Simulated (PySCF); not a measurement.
# RuHOH: quintet, from a linear start

Where does quintet RuHOH go from a linear start, is the end point a minimum, and what are its modes, charges and moments?

The runs use PySCF 2.14.0; PBE0, basis Ru def2-TZVP with ECP28, H def2-TZVP, O def2-TZVP, scalar-relativistic core potentials, no spin–orbit coupling, density fitting.

### Step 1. Starting geometry

4 atoms, charge 0, spin multiplicity 5.

Bond lengths: Ru1–H2 1.570 Å, Ru1–O3 1.880 Å, O3–H4 0.960 Å. Angles: H2–Ru1–O3 180.0°, Ru1–O3–H4 130.0°.

```xyz
4
charge 0 multiplicity 5
Ru    0.0000    0.0000    0.0000
H     0.0000    0.0000    1.5700
O     0.0000    0.0000   -1.8800
H     0.7354    0.0000   -2.4971
```

### Step 2. The SCF at the typed geometry

One driver script runs all steps and calls PySCF; scf.py shows how it sets up the SCF of each step. The optimiser is the driver's own. After this first run the driver tries any further starts and a stability analysis.

scf.py reads:

```python
from pyscf import gto, scf, dft
mol = gto.M(atom='''
Ru     0.000000     0.000000     0.000000
H      0.000000     0.000000     1.570000
O      0.000000     0.000000    -1.880000
H      0.735400     0.000000    -2.497100''',
    basis={'Ru': 'def2-TZVP', 'H': 'def2-TZVP', 'O': 'def2-TZVP'},
    ecp={'Ru': 'def2-TZVP'},
    charge=0, spin=4)
mf = dft.UKS(mol, xc='PBE0')
mf.grids.atom_grid = (50, 194)
aux = {'Ru': 'def2-universal-JKFIT', 'H': 'def2-universal-JKFIT', 'O': 'def2-universal-JKFIT'}
mf = mf.density_fit(auxbasis=aux)
mf.conv_tol = 1e-08
mf.diis_space = 10
mf.max_cycle = 60
mf.init_guess = 'minao'
mf.verbose = 4
mf.kernel()
```

On the command line:

```bash
> OMP_NUM_THREADS=2 python axn.py task.json out
```

The log of the run:

```text
init E= -163.317057337386
[... the frontier-level lines of each cycle are left out ...]
cycle= 1 E= -170.804720286111  delta_E= -7.49  |g|= 0.906  |ddm|= 2.99
cycle= 2 E= -167.705516089326  delta_E=  3.1  |g|= 2.36  |ddm|= 3.83
cycle= 3 E= -171.096226269126  delta_E= -3.39  |g|= 0.421  |ddm|= 3.66
cycle= 4 E= -171.124676558146  delta_E= -0.0285  |g|= 0.427  |ddm|= 0.419
cycle= 5 E= -171.18866245722  delta_E= -0.064  |g|= 0.0846  |ddm|= 0.189
cycle= 6 E= -171.192594234661  delta_E= -0.00393  |g|= 0.0324  |ddm|= 0.0858
cycle= 7 E= -171.193437961872  delta_E= -0.000844  |g|= 0.012  |ddm|= 0.0542
cycle= 8 E= -171.19357499931  delta_E= -0.000137  |g|= 0.00275  |ddm|= 0.0216
cycle= 9 E= -171.193588518569  delta_E= -1.35e-05  |g|= 0.00117  |ddm|= 0.00678
cycle= 10 E= -171.19359215649  delta_E= -3.64e-06  |g|= 0.000466  |ddm|= 0.00351
cycle= 11 E= -171.193593663605  delta_E= -1.51e-06  |g|= 0.000302  |ddm|= 0.0025
cycle= 12 E= -171.193594671812  delta_E= -1.01e-06  |g|= 0.000174  |ddm|= 0.00262
cycle= 13 E= -171.193595097285  delta_E= -4.25e-07  |g|= 0.00011  |ddm|= 0.00199
cycle= 14 E= -171.193595212593  delta_E= -1.15e-07  |g|= 7.78e-05  |ddm|= 0.000807
cycle= 15 E= -171.193595290447  delta_E= -7.79e-08  |g|= 5.26e-05  |ddm|= 0.000745
cycle= 16 E= -171.193595333491  delta_E= -4.3e-08  |g|= 3.53e-05  |ddm|= 0.000624
cycle= 17 E= -171.193595353575  delta_E= -2.01e-08  |g|= 1.58e-05  |ddm|= 0.000632
cycle= 18 E= -171.19359535475  delta_E= -1.17e-09  |g|= 6.72e-06  |ddm|= 0.000136
Extra cycle  E= -171.193595354792  delta_E= -4.18e-11  |g|= 8.35e-06  |ddm|= 1.53e-05
converged SCF energy = -171.193595354792  <S^2> = 6.0092266  2S+1 = 5.0036893
```

This step, with its further starts and checks, took 12 s on 2 threads of Arm Neoverse V2, shared host.

Energies from each starting density:

```csv
start,energy (Eh)
the minimal-basis guess,-171.193595
a thermally smeared density,-171.193592
a smeared PBE density,-171.193536
```

No lower solution of this spin turned up from the other starts or in the test of internal stability.

### Step 3. Relaxing the quintet from the linear start

The program finds Cs symmetry in the start, which this walk keeps. Threshold on the gradient: 0.0003 Eh/bohr, with a further test on the energy change.

Changes to scf.py since step 2:

```diff
@@ -3,4 +3,4 @@
-Ru     0.000000     0.000000     0.000000
-H      0.000000     0.000000     1.570000
-O      0.000000     0.000000    -1.880000
-H      0.735400     0.000000    -2.497100''',
+Ru    -0.006181     0.000000     0.258557
+H     -0.006181     0.000000     1.828557
+O     -0.006181     0.000000    -1.621443
+H      0.729219     0.000000    -2.238543''',
@@ -17 +16,0 @@
-mf.init_guess = 'minao'
```

Steps of the walk:

```csv
step,energy (Eh),change (kJ/mol),largest symmetric gradient (Eh/bohr)
0,-171.193595,0.00,0.03988
1,-171.198329,-12.43,0.01532
2,-171.199946,-16.67,0.00594
3,-171.200418,-17.91,0.00613
4,-171.200712,-18.69,0.00733
5,-171.200998,-19.44,0.00656
6,-171.201133,-19.79,0.00341
7,-171.201175,-19.90,0.00156
8,-171.201203,-19.97,0.00161
9,-171.201238,-20.06,0.00284
10,-171.201261,-20.13,0.00223
11,-171.201271,-20.15,0.00067
12,-171.201272,-20.16,0.00008
```

The walk took 21 s.

End point (Cs, 12 steps, 20.2 kJ/mol gained): O–H 0.958 Å, Ru–H 1.674 Å, Ru–O 1.910 Å; H–O–Ru 130.7°, H–Ru–O 160.2°.

### Step 4. Vibrations and properties at this point

On the finer grid the gradient is checked again; gradients at displacements of ±0.02 bohr then give force constants and infrared intensities.

Changes to scf.py since step 3:

```diff
@@ -3,4 +3,4 @@
-Ru    -0.006181     0.000000     0.258557
-H     -0.006181     0.000000     1.828557
-O     -0.006181     0.000000    -1.621443
-H      0.729219     0.000000    -2.238543''',
+Ru    -0.043270     0.000000     0.259410
+H      0.324023     0.000000     1.892833
+O      0.192770     0.000000    -1.635723
+H      0.990632     0.000000    -2.166316''',
@@ -11 +11 @@
-mf.grids.atom_grid = (50, 194)
+mf.grids.atom_grid = (75, 302)
@@ -14 +14 @@
-mf.conv_tol = 1e-08
+mf.conv_tol = 1e-10
```

The driver hands on the density of the step before, so the log starts near convergence.

Log of the central SCF (cycles and frontier levels):

```text
init E= -171.201259604456
[... the frontier-level lines of each cycle are left out ...]
cycle= 1 E= -171.201259604433  delta_E= 2.31e-11  |g|= 8.85e-06  |ddm|= 7.3e-06
Extra cycle  E= -171.201259604304  delta_E= 1.28e-10  |g|= 2.04e-05  |ddm|= 1.58e-05
converged SCF energy = -171.201259604304  <S^2> = 6.0106756  2S+1 = 5.0042684
```

The whole step took 57 s.

Geometry: Cs; O–H 0.958 Å, Ru–H 1.674 Å, Ru–O 1.910 Å; H–O–Ru 130.7°, H–Ru–O 160.2°.

Modes, for the most abundant isotopes:

```tsv
symmetry	ω (cm⁻¹)	IR (km/mol)
a'	357	89.9
a''	384	155
a'	574	115
a'	647	102
a'	1860	247
a'	3913	127
```

All wavenumbers are real: a minimum.

Properties at this point:

* Dipole moment: 0.84 D
* Highest occupied level: -6.82 eV
* Lowest empty level: -3.14 eV
* Rotational constants: 20.21, 0.2855, 0.2816 cm⁻¹
* Zero-point energy: 46.3 kJ/mol
* Principal polarisabilities: 33.1, 35.2, 56.9 bohr³
* Atomisation energy without zero-point energy: 1014 kJ/mol
* Principal traceless quadrupole moments about the centre of mass: -8.31, 1.35, 6.96 D Å
* Entropy at 298.15 K and 1 bar (electronic part: spin only): 276.4 J/(mol K)
* Heat capacity Cp at 298.15 K: 54.6 J/(mol K)
* Enthalpy at 298.15 K above 0 K: 12.52 kJ/mol
* Rotational symmetry number: 1
* Spin squared ⟨S²⟩: 6.011

Populations by atom (charges in e):

```
atom  Mulliken  Löwdin  polar tensor  spin (Mulliken)  Mayer order to Ru1
 Ru1      0.57    0.39          0.89             3.77                   –
  H2     -0.12   -0.14         -0.32            -0.04                0.96
  O3     -0.78   -0.40         -0.87             0.28                0.87
  H4      0.33    0.15          0.29             0.00                0.01
```

Mulliken populations on Ru1 (outside its core potential): s 2.70, p 6.25, d 6.47, f 0.01.

### Step 5. Results

| quantity | value |
| --- | --- |
| minimum | quintet, Cs |
| geometry | O–H 0.958 Å, Ru–H 1.674 Å, Ru–O 1.910 Å; H–O–Ru 130.7°, H–Ru–O 160.2° |
| wavenumbers (cm⁻¹) | 357 (a'), 384 (a''), 574 (a'), 647 (a'), 1860 (a'), 3913 (a') |
| dipole moment | 0.84 D |
| highest occupied, lowest empty level (either spin) | -6.82, -3.14 eV |
| polar-tensor charge of Ru1 | +0.89 e |
| zero-point energy | 46.3 kJ/mol |
| entropy at 298.15 K | 276.4 J/(mol K) |
| atomisation energy (no zero-point energy) | 1014 kJ/mol |
| ⟨S²⟩ | 6.011 |

What this shows: The molecule stays Cs, as typed, and the end point is a minimum. The strongest infrared band lies at 1860 cm⁻¹ (a'). Most of the spin sits on Ru1 (Mulliken spin 3.77, against 4 for the whole molecule). Only this shape and spin were tried, so other structures or states may lie lower. One determinant may miss the lowest occupation of an open d or f shell.

The search up to here took 90 s.
